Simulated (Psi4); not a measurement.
# DSD-PBEP86/def2-TZVP (density fitting for correlation) run of SiH3Br (SMILES [SiH3]Br)

Aim: the energy change on altering one bond length of SiH3Br at DSD-PBEP86/def2-TZVP (density fitting for correlation), from 2 runs. 

The calculation is run with Psi4 1.11.

### 1 The system as given

SiH3Br has 5 atoms, charge 0, and is taken as a singlet. As SMILES, `[SiH3]Br`. Geometry: relaxed at PBE0-D4/def2-TZVP.

Bond lengths: Si1–Br2 2.219 Å, Si1–H3 1.481 Å, Si1–H4 1.481 Å, Si1–H5 1.481 Å. Angles: Br2–Si1–H3 108.4°, Br2–Si1–H4 108.4°, Br2–Si1–H5 108.4°, H3–Si1–H4 110.5°, H3–Si1–H5 110.5°, H4–Si1–H5 110.5°.

### 2 A single-point energy at DSD-PBEP86/def2-TZVP (density fitting for correlation)

input.dat reads:

```
memory 2.2 GB

molecule geom {
  0 1
  Si    -0.147420     0.056100    -0.043220
  Br     1.853020    -0.705130     0.543250
  H     -1.064550    -0.105170     1.107850
  H     -0.625550    -0.731350    -1.202270
  H     -0.015510     1.485560    -0.405610
  symmetry c1
}

set {
  puream true
  e_convergence 1e-09
  d_convergence 1e-08
  scf_type pk
  dft_radial_points 99
  dft_spherical_points 590
  num_frozen_docc 14
}

energy('dsd-pbep86/def2-TZVP')
print_variables()
```

Launch:

```sh
$ psi4 -n 1 input.dat output.dat
```

output.dat:

```text
[...]
  Running in c1 symmetry.
[...]
  Nuclear repulsion =  150.830234135502508
[...]
  Multiplicity = 1
[...]
  Nalpha       = 26
  Nbeta        = 26
[...]
    Number of basis functions: 103
[...]
   @RKS iter   1: -2863.90592118770064   -1.69675e+00   1.27039e-02 DIIS/ADIIS
[...]
   @RKS iter  10: -2864.15313058713491   -1.18234e-11   4.24616e-09 DIIS
[...]
    Orbital Energies [Eh]
    ---------------------
    Doubly Occupied:
       1A   -487.516842     2A    -67.883555     3A    -64.232116
       4A    -57.739957     5A    -57.738722     6A    -57.738722
       7A     -9.443370     8A     -7.127064     9A     -7.121912
      10A     -7.121912    11A     -5.871840    12A     -4.063466
      13A     -4.061573    14A     -4.061573    15A     -2.997215
      16A     -2.995061    17A     -2.995061    18A     -2.989790
      19A     -2.989790    20A     -0.940756    21A     -0.670733
      22A     -0.475230    23A     -0.475228    24A     -0.455775
      25A     -0.383090    26A     -0.383090
[...]
  @RKS Final Energy: -2864.15313058713491
   => Energetics <=
    Nuclear Repulsion Energy =            150.8302341355025078
    One-Electron Energy =               -4286.4788787379984569
    Two-Electron Energy =                1303.6093330092207907
    DFT Exchange-Correlation Energy =     -32.1138189938599652
    Empirical Dispersion Energy =           0.0000000000000000
    VV10 Nonlocal Energy =                  0.0000000000000000
    Total Energy =                      -2864.1531305871349105
[...]
 Multipole Moments:
 ------------------------------------------------------------------------------------
     Multipole            Electronic (a.u.)      Nuclear  (a.u.)        Total (a.u.)
 ------------------------------------------------------------------------------------
 L = 1.  Multiply by 2.5417464519 to convert [e a0] to [Debye]
 Dipole X            :          9.5584809          -10.0739417           -0.5154608
 Dipole Y            :         -3.6372950            3.8334458            0.1961508
 Dipole Z            :          2.8022537           -2.9533757           -0.1511220
 Magnitude           :                                                    0.5718503
[...]
```

It took 8.7 s on 1 thread of Intel Xeon 6975P-C (Granite Rapids), shared host; peak memory 1.1 GiB.

### 3 The distorted shape at the same level

brh3si.xyz reads:

```xyz
5
BrH3Si
Si    -0.003994     0.292314     0.304465
Br     1.996446    -0.468916     0.890935
H     -0.921124     0.131044     1.455535
H     -0.625550    -0.731350    -1.202270
H      0.127916     1.721774    -0.057925
```

job.py reads:

```python
import psi4

psi4.set_memory(2200000000)
psi4.set_num_threads(1)
psi4.core.set_output_file('brh3si.out', False)

with open('brh3si.xyz') as f:
    atoms = ''.join(f.readlines()[2:])
mol = psi4.geometry('0 1\n' + atoms + 'symmetry c1\nno_reorient\nno_com')

options = {'basis': 'def2-TZVP', 'reference': 'rks', 'puream': True, 'e_convergence': 1e-09, 'd_convergence': 1e-08, 'scf_type': 'pk', 'dft_radial_points': 99, 'dft_spherical_points': 590, 'num_frozen_docc': 14}
psi4.set_options(options)

energy_value, wavefunction = psi4.energy('dsd-pbep86', return_wfn=True)
print(f'dsd-pbep86 energy: {energy_value:.10f} Eh')
```

Launch:

```sh
$ python job.py
```

brh3si.out:

```text
[...]
  Running in c1 symmetry.
[...]
  Nuclear repulsion =  149.011603674452971
[...]
  Multiplicity = 1
[...]
  Nalpha       = 26
  Nbeta        = 26
[...]
    Number of basis functions: 103
[...]
   @RKS iter   1: -2863.86185387306568   -1.77199e+00   1.27145e-02 DIIS/ADIIS
[...]
   @RKS iter  10: -2864.11210148622467   -1.72804e-11   5.10049e-09 DIIS
[...]
    Orbital Energies [Eh]
    ---------------------
    Doubly Occupied:
       1A   -487.523705     2A    -67.912719     3A    -64.238884
       4A    -57.746761     5A    -57.745487     6A    -57.745457
       7A     -9.450075     8A     -7.133851     9A     -7.128582
      10A     -7.128477    11A     -5.895685    12A     -4.087351
      13A     -4.085590    14A     -4.085434    15A     -3.004027
      16A     -3.001862    17A     -3.001751    18A     -2.996351
      19A     -2.996351    20A     -0.946353    21A     -0.659741
      22A     -0.482738    23A     -0.464277    24A     -0.430208
      25A     -0.388787    26A     -0.372071
[...]
  @RKS Final Energy: -2864.11210148622467
   => Energetics <=
    Nuclear Repulsion Energy =            149.0116036744529708
    One-Electron Energy =               -4282.4192741902661510
    Two-Electron Energy =                1301.3835527804867525
    DFT Exchange-Correlation Energy =     -32.0879837508987080
    Empirical Dispersion Energy =           0.0000000000000000
    VV10 Nonlocal Energy =                  0.0000000000000000
    Total Energy =                      -2864.1121014862251286
[...]
 Multipole Moments:
 ------------------------------------------------------------------------------------
     Multipole            Electronic (a.u.)      Nuclear  (a.u.)        Total (a.u.)
 ------------------------------------------------------------------------------------
 L = 1.  Multiply by 2.5417464519 to convert [e a0] to [Debye]
 Dipole X            :       -129.6351251          129.2590358           -0.3760893
 Dipole Y            :         21.4786975          -21.1615235            0.3171740
 Dipole Z            :        -67.2782425           67.3509257            0.0726832
 Magnitude           :                                                    0.4973181
[...]
```

On the terminal:

```text
dsd-pbep86 energy: -2864.3206888168 Eh
```

Wall time 7.8 s (1 thread of Intel Xeon 6975P-C (Granite Rapids), shared host); peak memory 1.1 GiB.

### 4 Results

At DSD-PBEP86/def2-TZVP (density fitting for correlation), 14 core orbitals frozen:

```
                                                          quantity           value
                                         first shape: total energy  -2864.35983 Eh
                    first shape: HOMO energy (SCF part's orbitals)       -10.42 eV
                    first shape: LUMO energy (SCF part's orbitals)         1.58 eV
                  first shape: HOMO–LUMO gap (SCF part's orbitals)        12.01 eV
                                     distorted shape: total energy  -2864.32069 Eh
                distorted shape: HOMO energy (SCF part's orbitals)       -10.12 eV
                distorted shape: LUMO energy (SCF part's orbitals)         1.24 eV
              distorted shape: HOMO–LUMO gap (SCF part's orbitals)        11.37 eV
energy change with the Si1–H4 bond stretched from 1.481 to 1.925 Å        1.065 eV
```

What this shows: With the Si1–H4 bond stretched from 1.481 to 1.925 Å the energy rises by 1.07 eV (25 kcal/mol). The first shape isn't relaxed at this level, so the change isn't measured from a minimum.
